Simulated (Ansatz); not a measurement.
I need a rigid torsion scan of H3OSn, SMILES [OH][SnH2]. Use the Python package of Ansatz (0.2.0). Level of theory (for the species named): PBE, def2-TZVP basis, multiplicity 2, D4 dispersion.

```xyz
5

O     0.7252   -0.7902    0.9871
Sn    0.0855    0.2999   -0.6007
H     0.3615   -1.6714    0.7611
H    -1.5581    0.0967   -0.8377
H     0.4358    1.9913   -0.3511
```

The script, `torsion_h3osn.py`:
```python
"""Rigid torsion scan of H3OSn."""

import ansatz as az
from ase import Atoms

BASIS = "def2-TZVP"
XC = "pbe"
DISPERSION = "d4"
FORCE_TOL = 0.02


def main() -> None:
    atoms = Atoms(["O", "Sn", "H", "H", "H"], positions=[
        (0.7252, -0.7902, 0.9871),
        (0.0855, 0.2999, -0.6007),
        (0.3615, -1.6714, 0.7611),
        (-1.5581, 0.0967, -0.8377),
        (0.4358, 1.9913, -0.3511),
    ])

    # start the scan from a relaxed geometry
    first = (
        az.Crystal.molecule_from_ase(atoms).calculation()
        .basis(gaussian=BASIS)
        .functional(XC, dispersion=DISPERSION)
        .spin("collinear", total=1)  # two spin channels
        .relax(force_tolerance=FORCE_TOL, max_steps=80)  # relax until the tolerances are met
    )
    atoms.positions = first.run().report["positions_ang"]

    start = atoms.get_dihedral(3, 1, 0, 2)
    energies = {}
    for turn in range(0, 360, 40):
        turned = atoms.copy()
        turned.set_dihedral(3, 1, 0, 2, start + turn, indices=[0, 2])
        base = (
            az.Crystal.molecule_from_ase(turned).calculation()
            .basis(gaussian=BASIS)
            .functional(XC, dispersion=DISPERSION)
            .spin("collinear", total=1)  # two spin channels
        )
        energies[round((start + turn) % 360)] = base.run().report["free_energy_ev"]
    floor = min(energies.values())
    print("dihedral H3-Sn1-O0-H2 (deg)   E - E(min) (kJ/mol)")
    for angle, e in sorted(energies.items()):
        print(f"{angle:8d} {96.485332 * (e - floor):14.3f}  " + "#" * int(30 * (e - floor) / max(max(energies.values()) - floor, 1e-9)))


if __name__ == "__main__":
    main()
```

Running `python torsion_h3osn.py` prints:
```text
dihedral H3-Sn1-O0-H2 (deg)   E - E(min) (kJ/mol)
       6          4.646  ########
      46          0.000
      86          3.927  #######
     126          8.458  ###############
     166          5.329  #########
     206          2.232  ####
     246          6.883  ############
     286         16.215  ##############################
     326         14.845  ###########################
```

Reading the output:
- The scan is rigid and the energies are electronic, in a modest basis. With rigid groups the curve can differ much from the relaxed path, the start wasn't checked as a minimum of this torsion, and equivalent turns needn't return to the same energy.
- def2 sets replace the cores of elements past krypton by effective core potentials.
- The run takes the species as open-shell (spin multiplicity 2), which needn't be its ground state.
- Wall time of the script: 42 s on 1 thread of Arm Neoverse V1, with other jobs on the host, peak memory 0.24 GiB.

(A comment or docstring line of the script was reworded after the run, the code is as it ran.)
